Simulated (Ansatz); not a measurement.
Geometry optimisation, DFT LDA, scalar-relativistic, plane waves, PAW in Ansatz.

input.yaml

```yaml
crystal:
  lattice:
    - [-2.29, -3.966396, 0.0]
    - [3.435, -1.983198, 0.0]
    - [0.0, 0.0, 7.17686]
  atoms:
    - { symbol: Be, position: [0.75000007, 0.50000004, 0.0] }
    - { symbol: Be, position: [0.50000004, 0.33333336, 0.25] }
    - { symbol: Be, position: [0.75000007, 0.50000004, 0.5] }
    - { symbol: Be, position: [0.50000004, 0.33333336, 0.75] }
    - { symbol: Be, position: [0.50000003, 2.0e-08, 0.0] }
    - { symbol: Be, position: [0.25000004, 0.83333336, 0.25] }
    - { symbol: Be, position: [0.50000003, 2.0e-08, 0.5] }
    - { symbol: Be, position: [0.25000004, 0.83333336, 0.75] }
    - { symbol: Be, position: [0.25000003, 0.50000002, 0.0] }
    - { symbol: Be, position: [1.0e-08, 0.33333334, 0.25] }
    - { symbol: Be, position: [0.25000003, 0.50000002, 0.5] }
    - { symbol: Be, position: [1.0e-08, 0.33333334, 0.75] }
    - { symbol: Be, position: [0.0, 0.0, 0.0] }
    - { symbol: Be, position: [0.75000008, 0.83333338, 0.25] }
    - { symbol: Be, position: [0.0, 0.0, 0.5] }
    - { symbol: Be, position: [0.75000008, 0.83333338, 0.75] }
    - { symbol: H, position: [-0.00405764, 0.66401448, 0.36784124] }
basis:
  ecutwfc: 420.0
kpoints:
  mp_grid: { grid: [5, 6, 4] }
hamiltonian:
  xc: lda
scf:
  occupations: { method: fermi_dirac, width: 0.05 }
  lower_state_search: "off"
relax:
  f_tol: 0.03
  max_steps: 60
  adjacent_minimum: "off"
```

Launched with:

```bash
$ ansatz run input.yaml --threads 2 --pin off --max-ram 5120MiB --backend cpu --events-out ev --progress --plain --runs-dir out
```

Task: Where does it end, and by what steps?

Result: The run converged. Limits of this set-up: coarse k mesh, odd electron count without spin. After 3 steps the energy has fallen by 0.079 eV; H17 moved furthest, 0.05 Å.

```tsv
step	energy less start (eV)	largest force component (eV/Å)	accepted
0	0.0000	0.479	yes
1	-0.0575	0.230	yes
2	-0.0779	0.062	yes
3	-0.0788	0.005	yes
```

```xyz
17
Lattice="-2.2900 -3.9664 0.0000 3.4350 -1.9832 0.0000 0.0000 0.0000 7.1769" Properties=species:S:1:pos:R:3
Be -0.001 -3.958 0.001
Be -0.008 -2.638 1.790
Be 0.000 -3.926 3.608
Be -0.007 -2.639 5.401
Be -1.139 -1.986 -0.024
Be 2.288 -2.681 1.769
Be -1.137 -1.987 3.587
Be 2.290 -2.651 5.375
Be 1.138 -1.985 0.002
Be 1.115 -0.643 1.769
Be 1.112 -2.002 3.608
Be 1.159 -0.668 5.394
Be -0.014 0.009 -0.017
Be 1.178 -4.606 1.769
Be 0.031 -0.017 3.607
Be 1.151 -4.623 5.375
H 2.294 -1.321 2.688
```

Whether the end is a true minimum wasn't checked by a vibrational analysis.

The run took 31 s on 2 CPU threads of a shared host.
